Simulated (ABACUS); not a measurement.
Write an ASE script for ABACUS 3.10.1 that does the following.

```yaml
Task: relaxation of cell and atoms
Functional: RPBE
Dispersion: D3(BJ)
Potentials_or_basis: PseudoDojo NC SR 0.4.1 PBE standard
Cutoff: 1143 eV
Density_cutoff: 4572 eV
Basis: plane waves
k_mesh: 5 × 5 × 5
Occupations: fermi-dirac, width 0.05 eV
Spin: no spin polarisation
Radial_cutoff_of_the_potentials_pseudo_rcut: 7 bohr
Max_steps_of_the_relaxation: 60
Force_threshold: 0.02 eV/Å
Optimiser: cg
Stress_threshold: 0.2 kbar
Held_in_the_relaxation: volume
SCF_threshold_on_the_density: 1e-08
Max_SCF_steps: 100
Eigensolver: dav
Mixing: broyden
Mixing_share: 0.7
Symmetry_key: 1
Bands: 21
```

The structure of TaF3 lies in POSCAR:

```
TaF3
1.0
    3.9012000000      0.0000000000      0.0000000000
    0.0000000000      3.9012000000      0.0000000000
    0.0000000000      0.0000000000      3.9012000000
Ta F
1 3
Direct
    0.0000000000      0.0000000000      0.0000000000
    0.0000000000      0.0000000000      0.5000000000
    0.0000000000      0.5000000000      0.0000000000
    0.5000000000      0.0000000000      0.0000000000
```

One way to write it, as run:

run_abacus.py

```python
"""ABACUS run from a structure file: ASE reads it, the script writes STRU, KPT and INPUT."""
import re
import subprocess
from ase.io import read
from ase.units import Bohr

atoms = read("POSCAR")
atoms = atoms[(-atoms.numbers).argsort(kind="stable")]  # ABACUS lists atoms element by element
pseudo = {'Ta': 'Ta.upf', 'F': 'F.upf'}
orbital = {}
magmoms = None
kmesh = [5, 5, 5]
params = {
    'suffix': 'TaF3',
    'calculation': 'cell-relax',
    'basis_type': 'pw',
    'pseudo_dir': './',
    'symmetry': 1,
    'dft_functional': 'GGA_X_RPBE+GGA_C_PBE',
    'ecutwfc': 84,
    'pseudo_rcut': 7,
    'nspin': 1,
    'nbands': 21,
    'ks_solver': 'dav',
    'smearing_method': 'fd',
    'smearing_sigma': 0.00367493,
    'scf_thr': 1e-08,
    'scf_nmax': 100,
    'mixing_type': 'broyden',
    'mixing_beta': 0.7,
    'cal_force': 1,
    'cal_stress': 1,
    'vdw_method': 'd3_bj',
    'relax_nmax': 60,
    'force_thr_ev': 0.02,
    'relax_method': 'cg',
    'out_stru': 1,
    'stress_thr': 0.2,
    'fixed_axes': 'volume',
    'kpar': 4,
}

symbols = atoms.get_chemical_symbols()
elements = list(dict.fromkeys(symbols))
lines = ["ATOMIC_SPECIES"] + [f"{e} {atoms.get_masses()[symbols.index(e)]:.4f} {pseudo[e]}" for e in elements]
if orbital:
    lines += ["", "NUMERICAL_ORBITAL"] + [orbital[e] for e in elements]
lines += ["", "LATTICE_CONSTANT", f"{1 / Bohr:.10f}", "", "LATTICE_VECTORS"]
lines += [" ".join(f"{x:.10f}" for x in v) for v in atoms.cell]
lines += ["", "ATOMIC_POSITIONS", "Direct"]
for e in elements:
    lines += ["", e, "0.0", str(symbols.count(e))]
    for i, p in enumerate(atoms.get_scaled_positions(wrap=False)):
        if symbols[i] == e:
            mag = "" if magmoms is None else " mag " + " ".join(str(x) for x in (magmoms[i] if isinstance(magmoms[i], list) else [magmoms[i]]))
            lines.append(" ".join(f"{x:.10f}" for x in p) + " 1 1 1" + mag)
open("STRU", "w").write("\n".join(lines) + "\n")
open("KPT", "w").write("K_POINTS\n0\nGamma\n%d %d %d 0 0 0\n" % tuple(kmesh))
open("INPUT", "w").write("INPUT_PARAMETERS\n" + "".join(f"{k:<20s}{v}\n" for k, v in params.items()))

done = subprocess.run(['mpirun', '-np', '4', 'abacus'])
if done.returncode:
    raise SystemExit(done.returncode)
log = open("OUT.TaF3/running_cell-relax.log").read()
print("final energy (eV):", re.findall(r"FINAL_ETOT_IS (\S+)", log))
```

Potentials or basis: PseudoDojo NC SR 0.4.1 PBE standard, plane waves.

Run with:

```bash
$ OMP_NUM_THREADS=1 python run_abacus.py > log
```

Results of the run:

| Property | Result |
| --- | --- |
| Pressure after relaxing | 21.3 GPa |
| Band gap on the k mesh | none (metal or under the smearing width) |
| Dispersion energy per atom | -0.502 eV |

Caveat: the relaxation stopped at its first step, so nothing moved; the potentials were made for another functional, which shifts forces and pressure; pairwise dispersion overbinds metals, which lowers pressure and volume.

Wall time 5 s on 4 MPI ranks on Intel(R) Xeon(R) 6975P-C (Granite Rapids) (shared host), peak memory 0.48 GiB a rank.
